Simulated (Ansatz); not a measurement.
The system is BaH4.

```xyz
5
Lattice="2.2908 1.3226 3.5362 -2.2908 1.3226 3.5362 0.0000 -2.6452 3.5362" Properties=species:S:1:pos:R:3 pbc="T T T"
Ba    0.0000    0.0000    0.0000
H     0.0000    0.0000    7.8597
H     0.0000    0.0000    2.7490
H     0.0000    0.0000    4.9192
H     0.0000    0.0000    5.6896
```

The cell was built by a generator and needn't be a form met in nature.

Base run:

```yaml
Program: Ansatz 0.2.0
Functional: LDA
Potentials_or_basis: Ansatz PAW
Cutoff: "420 eV (not typed: the program's choice for these potentials)"
k_mesh: 5 × 5 × 5
Occupations: fermi-dirac, width 0.05 eV
Spin: no spin polarisation
```

Its results: band gap on the k mesh 2.44 eV, indirect (least direct gap 2.89 eV); pressure -2.7 GPa; largest force 0.772 eV/Å.

**Question.** The run is repeated on the same cell with these changes: functional from LDA to RPBE. What comes out?

**Answer.** Band gap on the k mesh 2.90 eV, indirect (least direct gap 3.31 eV); pressure 1.5 GPa; largest force 0.285 eV/Å.

RPBE binds less tightly than LDA, so the same cell stands under more pressure.

Caveats: the k mesh misses the band edges, so the gap on the mesh is wider than the one along the path; spin-orbit coupling is left out, which moves the levels of the heavy elements; the PAW data sets come from PBE, with cores solved anew for the run's functional, which leaves a small shift of forces and pressure.
